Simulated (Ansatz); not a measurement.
I need a relaxation of cell and ions of Pt3Pb, space group Pm-3m. Use Ansatz's Python interface. Use: r2SCAN, PAW, cutoff 544 eV, 5×5×5 k-points, cold smearing of 0.05 eV.

Input file `pt3pb.xyz`:
```text
4
Lattice="4.058 0.0 0.0 0.0 4.058 0.0 0.0 0.0 4.058" Properties=species:S:1:pos:R:3 pbc="T T T"
Pt    0.00000000    2.02900000    2.02900000
Pt    2.02900000    0.00000000    2.02900000
Pt    2.02900000    2.02900000    0.00000000
Pb    0.00000000    0.00000000    0.00000000
```

`pt3pb.py`
```python
# -*- coding: utf-8 -*-
'''Cell relaxation of Pt3Pb.'''

import json
import warnings

import ansatz as az
from ase import Atoms
from ase.io import write
from ase.neighborlist import neighbor_list
import numpy as np

params = {
    'functional': 'r2scan',
    'kmesh': (5, 5, 5),
    'width_ev': 0.05,
    'force_tol': 0.005,
}

def edges_and_angles(cell):
    cell = np.asarray(cell)
    a, b, c = np.linalg.norm(cell, axis=1)
    cosines = cell[1] @ cell[2] / (b * c), cell[0] @ cell[2] / (a * c), cell[0] @ cell[1] / (a * b)
    return (a, b, c, *np.degrees(np.arccos(cosines)))


def main():
    warnings.simplefilter('ignore', az.DeckWarning)

    crystal = az.Crystal.from_extxyz('pt3pb.xyz')

    # every cell quantity that the symmetry leaves free
    base = (
        crystal.calculation()
        .basis(20 * az.Ha)
        .functional(params['functional'])
        .kpoints(mesh=params['kmesh'])
        .occupations(az.OccupationsMethod.COLD, width=params['width_ev'])
        .pseudopotentials('paw')
        .relax(force_tolerance=params['force_tol'], cell=True, stress_tolerance=0.05)
    )
    done = base.run(threads=1, backend='cpu', events_out='events.ndjson')
    with open('events.ndjson') as stream:
        events = [json.loads(line) for line in stream]
    steps = [e['data'] for e in events if e['event'] == 'relax_step']
    report = done.report
    print('step   energy (eV)     max comp. (eV/A)   P (GPa)  SCF')
    for s in steps:
        print(f'{s["step"]:4d} {s["lagrangian_ev"]:15.5f} {s["allowed_force_max_ev_ang"]:12.4f} {s["pressure_gpa"]:10.3f} {s["n_scf"]:5d}')

    first, last = steps[0], steps[-1]
    symbols = [site.symbol for site in done.lattice.sites]
    print(f'energy gained {first["lagrangian_ev"] - last["lagrangian_ev"]:.4f} eV in {len(steps) - 1} steps')
    for label, vectors in (('before', first['cell_ang']), ('after', done.lattice.cell_ang)):
        print(label, 'a b c (A) {:.4f} {:.4f} {:.4f}  angles {:.2f} {:.2f} {:.2f}'.format(*edges_and_angles(vectors)), f' V = {abs(np.linalg.det(vectors)):.3f} A^3')
    print('final stress xx yy zz (GPa, compression positive):', np.round(np.diag(report['stress_gpa']), 3) + 0.0)

    relaxed = Atoms(symbols, positions=[site.position_ang for site in done.lattice.sites], cell=done.lattice.cell_ang, pbc=True)
    write('relaxed.cif', relaxed, format='cif')

    print('atom   start x y z (A)              end x y z (A)')
    for symbol, a, b in zip(symbols, first['positions_ang'], last['positions_ang']):
        print(f'{symbol:3s}', ' '.join(f'{v:8.4f}' for v in a), '  ', ' '.join(f'{v:8.4f}' for v in b))

    final = Atoms(symbols, positions=last['positions_ang'], cell=done.lattice.cell_ang, pbc=True)
    i, j, d = neighbor_list('ijd', final, 4.5)
    print('neighbours within 1.2 times the shortest distance of each atom (A)')
    for atom in range(len(final)):
        near = [m for m in np.argsort(d) if i[m] == atom]
        shell = [m for m in near if d[m] < 1.2 * d[near[0]]]
        print(f'{symbols[atom]}{atom} ({len(shell)}):', ', '.join(f'{symbols[j[m]]} {d[m]:.3f}' for m in shell))

    change = np.array(last['positions_ang']) @ np.linalg.inv(last['cell_ang']) - np.array(first['positions_ang']) @ np.linalg.inv(first['cell_ang'])
    moved = np.linalg.norm(change @ np.array(last['cell_ang']), axis=1)
    print('displacement within the cell, strain taken out (A):', ' '.join(f'{s}:{d:.3f}' for s, d in zip(symbols, moved)))

    print(f'free energy      {report["free_energy_ev"]:.5f} eV')
    print(f'per atom         {report["free_energy_ev"] / len(done.lattice.sites):.5f} eV')
    print(f'SCF iterations   {report["n_iterations"]}  (converged: {report["converged"]})')


if __name__ == '__main__':
    main()
```

Output of `python pt3pb.py`:
```text
step   energy (eV)     max comp. (eV/A)   P (GPa)  SCF
   1    -49531.66721       0.0000      5.070     7
   2    -49531.54613       0.0000     -9.974     9
   3    -49531.69178       0.0000     -0.708    10
   4    -49531.69239       0.0000     -0.040     5
   5    -49531.69277       0.0000     -0.037     5
energy gained 0.0256 eV in 4 steps
before a b c (A) 4.0580 4.0580 4.0580  angles 90.00 90.00 90.00  V = 66.825 A^3
after a b c (A) 4.0916 4.0916 4.0916  angles 90.00 90.00 90.00  V = 68.497 A^3
final stress xx yy zz (GPa, compression positive): [-0.037 -0.037 -0.037]
atom   start x y z (A)              end x y z (A)
Pt    0.0000   2.0290   2.0290     -0.0000   2.0458   2.0458
Pt    2.0290   0.0000   2.0290      2.0458  -0.0000   2.0458
Pt    2.0290   2.0290   0.0000      2.0458   2.0458  -0.0000
Pb    0.0000   0.0000   0.0000     -0.0000   0.0000   0.0000
neighbours within 1.2 times the shortest distance of each atom (A)
Pt0 (12): Pb 2.893, Pt 2.893, Pb 2.893, Pt 2.893, Pt 2.893, Pt 2.893, Pb 2.893, Pt 2.893, Pb 2.893, Pt 2.893, Pt 2.893, Pt 2.893
Pt1 (12): Pt 2.893, Pb 2.893, Pb 2.893, Pb 2.893, Pt 2.893, Pt 2.893, Pt 2.893, Pb 2.893, Pt 2.893, Pt 2.893, Pt 2.893, Pt 2.893
Pt2 (12): Pb 2.893, Pb 2.893, Pt 2.893, Pt 2.893, Pb 2.893, Pt 2.893, Pb 2.893, Pt 2.893, Pt 2.893, Pt 2.893, Pt 2.893, Pt 2.893
Pb3 (12): Pt 2.893, Pt 2.893, Pt 2.893, Pt 2.893, Pt 2.893, Pt 2.893, Pt 2.893, Pt 2.893, Pt 2.893, Pt 2.893, Pt 2.893, Pt 2.893
displacement within the cell, strain taken out (A): Pt:0.000 Pt:0.000 Pt:0.000 Pb:0.000
free energy      -49531.69277 eV
per atom         -12382.92319 eV
SCF iterations   5  (converged: True)
```

It writes `relaxed.cif`:
```cif
data_image0
_chemical_formula_structural       Pt3Pb
_chemical_formula_sum              "Pt3 Pb1"
_cell_length_a       4.091568869743581
_cell_length_b       4.091568869743581
_cell_length_c       4.091568869743581
_cell_angle_alpha    90.0
_cell_angle_beta     90.0
_cell_angle_gamma    90.0

_space_group_name_H-M_alt    "P 1"
_space_group_IT_number       1

loop_
  _space_group_symop_operation_xyz
  'x, y, z'

loop_
  _atom_site_type_symbol
  _atom_site_label
  _atom_site_symmetry_multiplicity
  _atom_site_fract_x
  _atom_site_fract_y
  _atom_site_fract_z
  _atom_site_occupancy
  Pt  Pt1       1.0  0.0  0.5  0.5  1.0000
  Pt  Pt2       1.0  0.5  2.6550117526283716e-48  0.5  1.0000
  Pt  Pt3       1.0  0.5  0.5  0.0  1.0000
  Pb  Pb1       1.0  0.0  9.133153601103607e-49  8.093379191131815e-48  1.0000
```

What to keep in mind:
- Absolute energies stand on the zero of these potentials, so only differences at equal settings mean something.
- Forces vanish by symmetry, so the ions can't move, and the end may be a saddle.
- For a metal this k-point mesh is coarse: on a finer one energies can move by several to tens of meV an atom and pressures by half a GPa or more, differences at one mesh by less.
- Energies along a relaxation are free energies. Rows at an unchanged volume are solved on a plane-wave basis chosen afresh for that cell, so the energy jumps there and such rows are no steps of the walk.
- Spin-orbit coupling, which matters for elements this heavy, is left out.
- The starting cell is as deposited in a crystallographic database; the results hold for this polymorph, which needn't be the stable one.
- Hardware and time: 19 s on 1 thread of Arm Neoverse V2 (shared host), peak memory 0.61 GiB.
